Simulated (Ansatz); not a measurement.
# C₂HBFN: vertical ionisation energy

One table from this session's results is given with a row withheld; the runs are named, their logs left out.

Method: unrestricted cation, the program's frozen cores in correlated methods; program: Ansatz 0.2.0, Gaussian basis.

Levels to be run: UKS PBE-D4/def2-TZVPP; UKS r2SCAN-D4/def2-TZVPP; UKS PBE0-D4/def2-TZVPP; UKS B3LYP-D4/def2-TZVPP; UKS wB97X-V/def2-TZVPP; UKS wB97M-V/def2-TZVPP; UKS B2PLYP/def2-TZVPP; UHF-CCSD(T)/def2-TZVPP; UHF-MP2/def2-QZVPP; extrapolation to the limit; then −ε(HOMO) from the neutral's earlier runs with LDA (SPW92), PBE-D4, revPBE-D4, BLYP-D4, r2SCAN-D4, B97M-V, PBE0-D4, B3LYP-D4, r2SCANh-D4, r2SCAN0-D4, HSE06-D4, BHLYP-D4, CAM-B3LYP-D4, LC-ωPBE, ωB97X-V, ωB97M-V.

### The geometry

All runs share one geometry, relaxed beforehand with PBE0-D4 in a triple-zeta def2 set.

6 atoms, charge 0, spin multiplicity 1.

Atoms are counted from 1 here; the program's logs count them from 0.

Bond lengths: F1–B2 1.269 Å, B2–C3 1.392 Å, C3–C4 1.409 Å, C3–H6 1.086 Å, C4–N5 1.155 Å. Angles: F1–B2–C3 178.5°, B2–C3–C4 122.3°, B2–C3–H6 119.2°, C4–C3–H6 118.5°, C3–C4–N5 179.9°.

Set-up of the first run:

Contents of in.yaml:

```yaml
crystal:
  periodic: [false, false, false]
  atoms:
    - {symbol: F, position_ang: [2.361739, -0.550979, 0.482682]}
    - {symbol: B, position_ang: [1.160698, -0.155387, 0.378033]}
    - {symbol: C, position_ang: [-0.152359, 0.299892, 0.291211]}
    - {symbol: C, position_ang: [-1.045021, -0.157943, -0.697922]}
    - {symbol: N, position_ang: [-1.775819, -0.533816, -1.508951]}
    - {symbol: H, position_ang: [-0.507137, 1.034233, 1.008748]}
basis:
  gaussian: {orbitals: def2-TZVPP}
total_charge: 1
magnetization: {spin_polarized: true, initial_magnetization: 1}
hamiltonian: {xc: pbe, dispersion: d4}
```

Launch:

```console
$ ansatz run in.yaml --threads 2 --pin off --events-out ev --progress --plain --max-ram 4352MiB
```

Steps of the session up to this table: Cation, UKS PBE-D4/def2-TZVPP; Cation, UKS r2SCAN-D4/def2-TZVPP; Cation, UKS PBE0-D4/def2-TZVPP; Cation, UKS B3LYP-D4/def2-TZVPP; Cation, UKS wB97X-V/def2-TZVPP; Cation, UKS wB97M-V/def2-TZVPP; Cation, UKS B2PLYP (frozen core)/def2-TZVPP; Cation, UHF-CCSD(T)/def2-TZVPP; Cation, UHF-MP2/def2-QZVPP.

One of the session's tables, all rows but one given; the rest of the session is left out.

It belongs to the step «Ionisation energies side by side». Orbital estimates, from the neutral's runs:

```
  functional  −ε(HOMO) (eV)
 LDA (SPW92)           6.42
      PBE-D4           6.20
   revPBE-D4           6.12
     BLYP-D4           6.05
   r2SCAN-D4           6.40
      B97M-V           6.36
     PBE0-D4           7.34
    B3LYP-D4           7.13
  r2SCANh-D4           6.83
  r2SCAN0-D4           7.48
    HSE06-D4           6.94
    BHLYP-D4           8.35
CAM-B3LYP-D4           8.64
     LC-ωPBE              ?
     ωB97X-V           9.57
     ωB97M-V           9.45
```

Estimate the missing values for LC-ωPBE.

The run gave: −ε(HOMO) (eV): 9.97. In the column «−ε(HOMO) (eV)» it is the highest.
